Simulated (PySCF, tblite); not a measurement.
# C₇H₁₁OP: geometry, infrared bands and NMR shifts

Aim: predict the infrared bands and NMR shifts of C₇H₁₁OP (`C/C=C\P1(=O)CC=CC1`).

Computed with tblite 0.8.0 and PySCF 2.14.0, with density-fitted response routines of our own, on a single molecule in the gas phase. Atoms count from 0, in the outputs and in this text.

### 1 Starting geometry

20 atoms, charge 0, multiplicity 1; geometry from: force field or distance geometry start.

Bonds of the start (Å): C0–C1 1.51, C1–C2 1.33, C2–P3 1.75, P3–O4 1.52, P3–C5 1.81, C5–C6 1.49, C6–C7 1.34, C7–C8 1.50, C8–P3 1.82, C0–H9 1.10, C0–H10 1.09, C0–H11 1.09, C1–H12 1.07, C2–H13 1.09, C5–H14 1.10, C5–H15 1.11, C6–H16 1.08, C7–H17 1.10, C8–H18 1.10, C8–H19 1.09.

### 2 Geometry optimisation with GFN2-xTB

What the job is given:

```
{"job": {"kind": "relax", "xc": "GFN2-xTB", "basis": "xTB"}, "charge": 0, "multiplicity": 1}
C      2.800800    -0.852100     0.548900
C      2.268300    -0.001100    -0.579300
C      1.055500     0.532600    -0.645700
P     -0.224900     0.398300     0.542800
O      0.001700     0.465400     2.045000
C     -1.503500     1.564200    -0.002400
C     -2.442000     0.723500    -0.805300
C     -2.246300    -0.601100    -0.766700
C     -1.108300    -1.118800     0.061700
H      2.026600    -1.088900     1.300200
H      3.614500    -0.336800     1.049700
H      3.167400    -1.798500     0.152100
H      2.968100     0.175300    -1.373900
H      0.827500     1.120900    -1.539300
H     -1.075300     2.380900    -0.598900
H     -2.021800     1.998200     0.872100
H     -3.251400     1.181200    -1.355800
H     -2.897900    -1.302900    -1.302800
H     -1.495600    -1.637900     0.946700
H     -0.468500    -1.791600    -0.505000
```

Started as:

```console
> OMP_NUM_THREADS=1 python probes_run.py task.json out
```

The driver reads the jobs from task.json and runs them one after another.

**Question.** This job is followed by: GFN2-xTB harmonic vibrations, gas phase; GIAO PBE0/pcSseg-1 NMR shielding, non-relativistic, gas phase. Predict these results of the whole session: strongest single infrared mode (GFN2-xTB); zero-point energy (GFN2-xTB); ¹³C shifts against TMS (PBE0/pcSseg-1, means over atoms taken as alike); ¹H shifts against TMS (PBE0/pcSseg-1, means over atoms taken as alike); ³¹P shifts against H3PO4 (PBE0/pcSseg-1); ¹⁷O shifts against H2O (PBE0/pcSseg-1).

As calculated:

| quantity | value |
| --- | --- |
| strongest single infrared mode (GFN2-xTB) | 1266 cm⁻¹, 296 km/mol |
| zero-point energy (GFN2-xTB) | 100.6 kcal/mol |
| ¹³C shifts against TMS (PBE0/pcSseg-1, means over atoms taken as alike) | 157.6, 135.2, 134.0, 37.6, 22.0 ppm |
| ¹H shifts against TMS (PBE0/pcSseg-1, means over atoms taken as alike) | 6.87, 5.98, 5.90, 2.68, 2.37, 2.36 ppm |
| ³¹P shifts against H3PO4 (PBE0/pcSseg-1) | 34.8 ppm |
| ¹⁷O shifts against H2O (PBE0/pcSseg-1) | 120.8 ppm |

What this shows: Over 97 steps the energy fell by 0.278 eV; of the close pairs, C2–P3 changed most, 1.752 to 1.818 Å. All 54 modes are real, so the xTB geometry is a minimum. The strongest single mode, at 1266 cm⁻¹, moves mainly O4 and P3. GFN2-xTB is a fitted tight-binding method: band positions and strengths are rough. Its intensities can rank the bands wrongly. At PBE0/pcSseg-1: The largest span, 323 ppm, is at P3, where the paramagnetic term is -681 ppm.
